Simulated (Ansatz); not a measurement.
A run of Ansatz 0.2.0 is set up as follows.

Contents of input.yaml:

```yaml
crystal:
  lattice:
    - [2.879, 0.0, 0.0]
    - [-1.4395, 2.4932871375, 0.0]
    - [0.0, 0.0, 7.052]
  atoms:
    - { symbol: O, position: [0.3333333333, 0.6666666667, 0.694] }
    - { symbol: O, position: [0.6666666667, 0.3333333333, 0.306] }
    - { symbol: B, position: [0.3333333333, 0.6666666667, 0.977] }
    - { symbol: B, position: [0.6666666667, 0.3333333333, 0.023] }
    - { symbol: B, position: [0.0, 0.0, 0.62] }
    - { symbol: B, position: [0.0, 0.0, 0.38] }
hamiltonian:
  xc: pbe
  pseudopotentials: { kind: paw, source: jth }
kpoints:
  mp_grid: { grid: [11, 11, 4] }
  band_path:
    path:
      - [[0.0, 0.0, 0.0], [0.5, 0.0, 0.0], [0.3333333333, 0.3333333333, 0.0], [0.0, 0.0, 0.0], [0.0, 0.0, 0.5], [0.5, 0.0, 0.5], [0.3333333333, 0.3333333333, 0.5], [0.0, 0.0, 0.5]]
      - [[0.5, 0.0, 0.5], [0.5, 0.0, 0.0]]
      - [[0.3333333333, 0.3333333333, 0.0], [0.3333333333, 0.3333333333, 0.5]]
    npoints: 14
scf:
  occupations: { method: fermi_dirac, width: 0.05 }
  n_extra_bands: 15
output:
  forces: true
  stress: true
  eigenvalues: true
  fatbands: false
  write_density: true
  write_potential: true
  elf: true
  volumetric_format: npy
```

Potentials or basis: JTH PAW.

Run with:

```bash
$ ansatz run input.yaml --threads 2 --pin off --max-ram 5632MiB --backend cpu --events-out ev --progress --plain --runs-dir out
```

Q: What does it give for the band gap on the k mesh?

A: None (metal or under the smearing width).

Q: Predict the pressure.

A: -19.3 GPa.

Forces on the atoms (eV/Å):
```
O    0.000  0.000  0.107
O    0.000  0.000 -0.107
B    0.000  0.000  0.139
B    0.000  0.000 -0.139
B    0.000  0.000 -0.013
B    0.000  0.000  0.013
```
